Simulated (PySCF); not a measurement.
**Cd(SiH3)2: geometry, NMR shifts and electronic excitations**

What NMR shifts and electronic excitations should Cd(SiH3)2 (`[SiH3][Cd][SiH3]`) show?

Computed with PySCF 2.14.0, with density-fitted response routines of our own, on a single molecule in the gas phase. Atoms count from 0, in the outputs and in this text.

## 1. The starting structure

9 atoms, charge 0, multiplicity 1; geometry from: GFN2-xTB.

Bonds of the start (Å): Cd0–Si1 2.64, Cd0–Si5 2.64, Si1–H2 1.48, Si1–H3 1.48, Si1–H4 1.48, Si5–H6 1.48, Si5–H7 1.48, Si5–H8 1.48.

## 2. Geometry optimisation at PBE0-D3(BJ)/def2-SVP

Job settings and geometry (Å):

```
{"job": {"xc": "PBE0", "basis": "def2-SVP", "d3": "d3bj", "grid": 1, "maxiter": 40, "kind": "geom"}, "charge": 0, "multiplicity": 1}
Cd     0.027850     0.023670     0.001800
Si     0.001100    -0.015350     2.636980
H      0.864600    -1.042750     3.263060
H     -1.323230    -0.270430     3.248820
H      0.438960     1.236560     3.295760
Si     0.003880     0.018880    -2.634650
H      1.282910     0.378410    -3.288970
H     -0.961770     0.951330    -3.261240
H     -0.334300    -1.280310    -3.261560
```

The program printed:

```text
step   0  E = -749.86456778  max force = 0.008943
step   1  E = -749.87014659  max force = 0.001932
step   2  E = -749.87090420  max force = 0.002245
step   3  E = -749.87093903  max force = 0.000694
step   4  E = -749.87094278  max force = 0.000096
optimisation converged
```

Wall time 19 s (1 thread, shared host).

Relaxation path:

```csv
step,energy from step 0 (eV),largest force component (eV/Å)
0,0.0000,0.4599
1,-0.1518,0.0993
2,-0.1724,0.1154
3,-0.1734,0.0357
4,-0.1735,0.0049
```

Close pairs (by a distance rule), those that changed most:

```csv
bond,before (Å),after (Å),change (Å)
Cd0–Si5,2.637,2.534,-0.102
Cd0–Si1,2.636,2.534,-0.101
Si1–H3,1.481,1.500,+0.019
Si1–H4,1.481,1.500,+0.019
Si1–H2,1.481,1.500,+0.019
Si5–H6,1.481,1.500,+0.019
Si5–H7,1.481,1.500,+0.019
Si5–H8,1.482,1.500,+0.018
```

The next job starts from the end point, and lists it.

```csv
at the end point,value
point group (found at 0.08 Å tolerance),D3
"rotational constants (GHz, main isotopes)","43.161, 1.194, 1.194"
dipole moment (D),0.02
```

## 3. NMR shieldings: PBE0/def2-TZVP+pcSseg-1

Job settings and geometry (Å):

```
{"job": {"kind": "nmr", "xc": "PBE0", "basis": {"default": "pcSseg-1", "Cd": "def2-TZVP"}}, "charge": 0, "multiplicity": 1}
Cd     0.009409     0.007310     0.000033
Si     0.001024    -0.015575     2.534262
H      0.902921    -1.078535     3.088198
H     -1.369452    -0.276763     3.085588
H      0.461085     1.290276     3.111438
Si     0.001446     0.017337    -2.534262
H      1.337382     0.395009    -3.102283
H     -0.997722     0.990333    -3.086638
H     -0.346093    -1.329383    -3.096336
```

Method: GIAO PBE0/pcSseg-1 Cd:def2-TZVP NMR shielding, scalar relativity only through core potentials, gas phase.

The program printed:

```text
coarse grid: 35864 points
cycle   1  E = -747.9629353259  dE = -1.045e+01  |g| = 3.588e+00  |ddm| = 6.375e+00
cycle   2  E = -714.1731650529  dE =  3.379e+01  |g| = 7.153e+00  |ddm| = 4.461e+01
cycle   3  E = -746.3454519267  dE = -3.217e+01  |g| = 3.393e+00  |ddm| = 4.465e+01
cycle   4  E = -749.3132795880  dE = -2.968e+00  |g| = 2.002e+00  |ddm| = 2.540e+00
cycle   5  E = -750.0544116281  dE = -7.411e-01  |g| = 2.319e-01  |ddm| = 2.554e+00
cycle   6  E = -750.0652531275  dE = -1.084e-02  |g| = 1.237e-01  |ddm| = 4.720e-01
cycle   7  E = -750.0686797242  dE = -3.427e-03  |g| = 3.013e-02  |ddm| = 1.529e-01
cycle   8  E = -750.0688062539  dE = -1.265e-04  |g| = 6.772e-03  |ddm| = 3.003e-02
cycle   9  E = -750.0688169436  dE = -1.069e-05  |g| = 2.173e-03  |ddm| = 1.082e-02
cycle  10  E = -750.0688178384  dE = -8.948e-07  |g| = 3.493e-04  |ddm| = 2.789e-03
final grid: 70488 points
cycle  11  E = -750.0688300390  dE = -1.903e-09  |g| = 4.025e-04  |ddm| = 7.157e-04
cycle  12  E = -750.0688300267  dE =  1.225e-08  |g| = 5.122e-04  |ddm| = 6.857e-04
cycle  13  E = -750.0688300613  dE = -3.459e-08  |g| = 1.485e-05  |ddm| = 3.711e-04
cycle  14  E = -750.0688300614  dE = -7.606e-11  |g| = 2.396e-06  |ddm| = 2.509e-05
converged SCF energy = -750.0688300614

GIAO shielding tensors (ppm)
atom      isotropic    diamagn.    paramagn.     s11        s22        s33       span
  0 Cd         nan         nan         nan        nan        nan        nan        nan
  1 Si     482.519     879.854    -397.335    482.359    482.400    482.798      0.438
  2 H       28.174      28.732      -0.558     24.615     25.787     34.119      9.505
  3 H       28.172      28.739      -0.566     24.613     25.791     34.113      9.500
  4 H       28.175      28.725      -0.550     24.617     25.781     34.126      9.509
  5 Si     482.519     879.854    -397.335    482.307    482.451    482.799      0.491
  6 H       28.175      28.723      -0.548     24.618     25.779     34.128      9.510
  7 H       28.174      28.734      -0.560     24.614     25.790     34.119      9.504
  8 H       28.173      28.739      -0.566     24.613     25.792     34.114      9.501
```

Run time: 9.7 s. Hardware: 1 thread, shared host.

Shifts follow as δ = σ(reference) − σ, with reference shieldings (ppm) from runs at the same level and on the same kind of geometry: 1H TMS 31.27, 29Si TMS 352.0. The references are single molecules in the gas phase. Atoms listed in one row are averaged.

```csv
atoms,environment,σ (ppm),δ (ppm)
"H2, H3, H4, H6, H7, H8",hydrogen on a silicon bonded to Cd,28.17,3.09
"Si1, Si5","silicon bonded to Cd, 3 H",482.5,-130.5
```

Atoms past Kr carry core potentials, so their printed shieldings have no meaning and are left out of the table.

Charges from the same density, by scheme (e):

```csv
atoms,Mulliken,ESP fit
Cd0,0.38,0.39
"Si1, Si5",0.02,-0.08
```

Mayer bond orders: Cd0–Si1 0.81, Cd0–Si5 0.81.

With diffuse functions Mulliken charges and Mayer bond orders lose their meaning; the other schemes are steadier.

## 4. Excited states and response: CAM-B3LYP/def2-SVPD

The job, as its differences from that of step 3:

```diff
@@ -1,2 +1,2 @@
-{"job": {"kind": "nmr", "xc": "PBE0", "basis": {"default": "pcSseg-1", "Cd": "def2-TZVP"}}, "charge": 0, "multiplicity": 1}
+{"job": {"kind": "uv", "xc": "CAM-B3LYP", "basis": "def2-SVPD", "ip": true, "nstates": 10}, "charge": 0, "multiplicity": 1}
 Cd     0.009409     0.007310     0.000033
```

Method: TDDFT CAM-B3LYP/def2-SVPD, vertical, gas phase, core orbitals frozen in the response.

The program printed:

```text
coarse grid: 35864 points
cycle   1  E = -748.9756922024  dE = -1.336e+01  |g| = 1.995e+00  |ddm| = 6.152e+00
cycle   2  E = -722.4349283829  dE =  2.654e+01  |g| = 8.750e+00  |ddm| = 1.822e+02
cycle   3  E = -750.0808913463  dE = -2.765e+01  |g| = 1.782e-01  |ddm| = 1.825e+02
cycle   4  E = -750.0929431658  dE = -1.205e-02  |g| = 5.508e-02  |ddm| = 8.199e-01
cycle   5  E = -750.0941418457  dE = -1.199e-03  |g| = 7.360e-03  |ddm| = 1.189e-01
cycle   6  E = -750.0941697572  dE = -2.791e-05  |g| = 2.293e-03  |ddm| = 2.364e-02
cycle   7  E = -750.0941721286  dE = -2.371e-06  |g| = 3.084e-04  |ddm| = 8.186e-03
final grid: 70488 points
cycle   8  E = -750.0941811024  dE = -7.597e-08  |g| = 1.499e-04  |ddm| = 1.440e-03
cycle   9  E = -750.0941811098  dE = -7.395e-09  |g| = 8.911e-05  |ddm| = 4.705e-04
cycle  10  E = -750.0941811115  dE = -1.681e-09  |g| = 1.420e-05  |ddm| = 1.083e-04
cycle  11  E = -750.0941811116  dE = -1.223e-10  |g| = 5.271e-06  |ddm| = 5.549e-05
converged SCF energy = -750.0941811116

Static polarisability (au): isotropic 104.273, principal 79.888 79.890 153.040

Singlet excitations
state   eV       nm        f      main configurations
  1   4.2258    293.4   0.00001   H->L 0.99
  2   4.2268    293.3   0.00000   H->L+1 0.99
  3   5.8670    211.3   0.97484   H->L+2 0.95
  4   6.8247    181.7   0.15570   H-1->L 0.56, H->L+6 0.36
  5   6.8256    181.6   0.15564   H-1->L+1 0.56, H->L+5 0.37
  6   6.8808    180.2   0.00012   H->L+3 0.86, H-1->L+2 0.08
  7   7.0337    176.3   0.02815   H->L+5 0.55, H-1->L+1 0.40
  8   7.0341    176.3   0.02765   H->L+6 0.56, H-1->L 0.39
  9   7.1873    172.5   0.36573   H->L+4 0.84
 10   7.5027    165.3   0.00000   H-2->L 0.47, H-3->L+1 0.45

Triplet excitations (Tamm-Dancoff, eV): 3.7488 3.7498 4.6798 5.5195
Vertical ionisation energy (delta-SCF) = 8.5949 eV
Vertical electron affinity (delta-SCF) = -0.0937 eV
```

It took 30 s on 1 thread, shared host.

The orbitals next to the gap, with their largest atomic shares:

```csv
orbital,eV,atoms
HOMO−3,-10.88,"Si1 22 %, Si5 22 %, H6 16 %"
HOMO−2,-10.88,"Si5 22 %, Si1 22 %, H2 16 %"
HOMO−1,-10.16,"Cd0 40 %, Si5 22 %, Si1 22 %"
HOMO,-7.85,"Cd0 28 %, Si1 25 %, Si5 25 %"
LUMO,-0.54,"Cd0 66 %, Si5 13 %, Si1 13 %"
LUMO+1,-0.54,"Cd0 66 %, Si1 13 %, Si5 13 %"
LUMO+2,0.33,"Cd0 27 %, Si5 24 %, Si1 24 %"
```

With each of the 10 states as a Gaussian band of 0.4 eV half-width at 1/e, the curve within the window shown has maxima at 211 nm (ε 39,000), 176 nm (ε 25,000) L/(mol cm). Beyond the last state computed it falls off for lack of states. The curve at chosen wavelengths:

(nm, ε (L/mol/cm)): (159, 1477), (166, 10463), (174, 23704), (181, 21870), (188, 12925), (196, 13355), (203, 27778), (210, 39148), (218, 32455), (225, 18026), (232, 7258), (240, 1865), (247, 454), (254, 93), (261, 17), (269, 2), (276, 1), (283, 0), (291, 0), (298, 0), (305, 0), (313, 0), (320, 0), (327, 0), (335, 0), (342, 0)

Ground-state properties from the same run:

```csv
property,computed
dipole moment (D),0.02
polarisability (Å³),15.45
HOMO–LUMO gap (eV),7.31
−ε(HOMO) (eV),7.85
```

## 5. NMR shieldings: wB97X-D/def2-TZVP+pcSseg-1

The job, as its differences from that of step 4:

```diff
@@ -1,2 +1,2 @@
-{"job": {"kind": "uv", "xc": "CAM-B3LYP", "basis": "def2-SVPD", "ip": true, "nstates": 10}, "charge": 0, "multiplicity": 1}
+{"job": {"kind": "nmr", "xc": "wB97X-D", "basis": {"default": "pcSseg-1", "Cd": "def2-TZVP"}, "pop": false}, "charge": 0, "multiplicity": 1}
 Cd     0.009409     0.007310     0.000033
```

Method: GIAO wB97X-D/pcSseg-1 Cd:def2-TZVP NMR shielding, scalar relativity only through core potentials, gas phase.

The program printed:

```text
coarse grid: 35864 points
cycle   1  E = -748.7801888512  dE = -1.111e+01  |g| = 3.286e+00  |ddm| = 5.999e+00
cycle   2  E = -725.1145186246  dE =  2.367e+01  |g| = 8.639e+00  |ddm| = 2.033e+01
cycle   3  E = -750.1454585548  dE = -2.503e+01  |g| = 8.783e-01  |ddm| = 1.998e+01
cycle   4  E = -750.3714329675  dE = -2.260e-01  |g| = 9.974e-02  |ddm| = 1.866e+00
cycle   5  E = -750.3744485545  dE = -3.016e-03  |g| = 3.641e-02  |ddm| = 1.723e-01
cycle   6  E = -750.3746798514  dE = -2.313e-04  |g| = 8.540e-03  |ddm| = 3.875e-02
cycle   7  E = -750.3747091670  dE = -2.932e-05  |g| = 1.511e-03  |ddm| = 1.900e-02
cycle   8  E = -750.3747107435  dE = -1.576e-06  |g| = 2.526e-04  |ddm| = 6.355e-03
final grid: 70488 points
cycle   9  E = -750.3695067982  dE = -2.103e-05  |g| = 3.400e-03  |ddm| = 1.162e-02
cycle  10  E = -750.3695067677  dE =  3.050e-08  |g| = 3.523e-03  |ddm| = 3.149e-03
cycle  11  E = -750.3695081798  dE = -1.412e-06  |g| = 7.054e-05  |ddm| = 2.057e-03
cycle  12  E = -750.3695081822  dE = -2.399e-09  |g| = 3.441e-05  |ddm| = 2.491e-04
cycle  13  E = -750.3695081825  dE = -3.042e-10  |g| = 7.405e-06  |ddm| = 8.273e-05
converged SCF energy = -750.3695081825

GIAO shielding tensors (ppm)
atom      isotropic    diamagn.    paramagn.     s11        s22        s33       span
  0 Cd         nan         nan         nan        nan        nan        nan        nan
  1 Si     482.351     879.585    -397.234    480.826    483.083    483.144      2.318
  2 H       28.318      28.691      -0.373     24.751     25.957     34.246      9.495
  3 H       28.316      28.698      -0.382     24.749     25.961     34.239      9.490
  4 H       28.319      28.683      -0.365     24.753     25.951     34.252      9.499
  5 Si     482.349     879.586    -397.237    480.826    483.026    483.195      2.370
  6 H       28.319      28.681      -0.362     24.754     25.949     34.254      9.500
  7 H       28.318      28.693      -0.375     24.750     25.959     34.245      9.495
  8 H       28.317      28.698      -0.381     24.749     25.962     34.240      9.491
```

It took 9.9 s on 1 thread, shared host.

In short: δ Si1 -129.4, H2 3.06 ppm (means over like atoms).

## 6. Side by side: NMR shifts

Shifts (ppm), means over like atoms, with basis size and wall time:

```csv
run,H2,Si1,functions,time
PBE0/def2-TZVP+pcSseg-1,3.09,-130.5,118,9.7 s
wB97X-D/def2-TZVP+pcSseg-1,3.06,-129.4,118,9.9 s
```

## 7. What came out

| quantity | value |
| --- | --- |
| point group | D3 |
| rotational constants (main isotopes) | 43.16, 1.19, 1.19 GHz |
| 1H shifts against TMS (PBE0/def2-TZVP+pcSseg-1, means over atoms taken as alike) | 3.09 ppm |
| 29Si shifts against TMS (PBE0/def2-TZVP+pcSseg-1, means over atoms taken as alike) | -130.5 ppm |
| lowest singlet (CAM-B3LYP/def2-SVPD) | 4.23 eV (293 nm), f = 0.000 |
| brightest single state of those computed | state 3, 5.87 eV, f = 0.975 |
| lowest triplet | 3.75 eV |
| vertical ionisation energy (ΔSCF) | 8.59 eV |
| vertical electron affinity (ΔSCF) | -0.09 eV (unbound: the value hangs on the basis) |
| range of the shift of Si1 | -130.5 to -129.4 ppm |

In words: Relaxing lowered the energy by 0.173 eV in 4 steps; the close pair that moved most is Cd0–Si5, from 2.637 to 2.534 Å. The first singlet state (HOMO→LUMO 0.99) lies at 4.23 eV and is dark; of the 10 states computed, the strongest absorption comes from state 3 at 5.87 eV. The lowest triplet lies 0.48 eV below the lowest singlet (triplets in Tamm-Dancoff, singlets in full TDDFT). The orbital energy would give 7.85 eV for ionisation, ΔSCF gives 8.59 eV. In ppm, Si1 (with its like atoms) moves most: its shift spreads over 1.1 ppm, from -130.5 (PBE0/def2-TZVP+pcSseg-1) to -129.4 (wB97X-D/def2-TZVP+pcSseg-1). Most of that comes from the computed reference, not from the atom's own shielding. Spin-orbit coupling is left out, which matters for shieldings and couplings at and beside the heavy atoms.
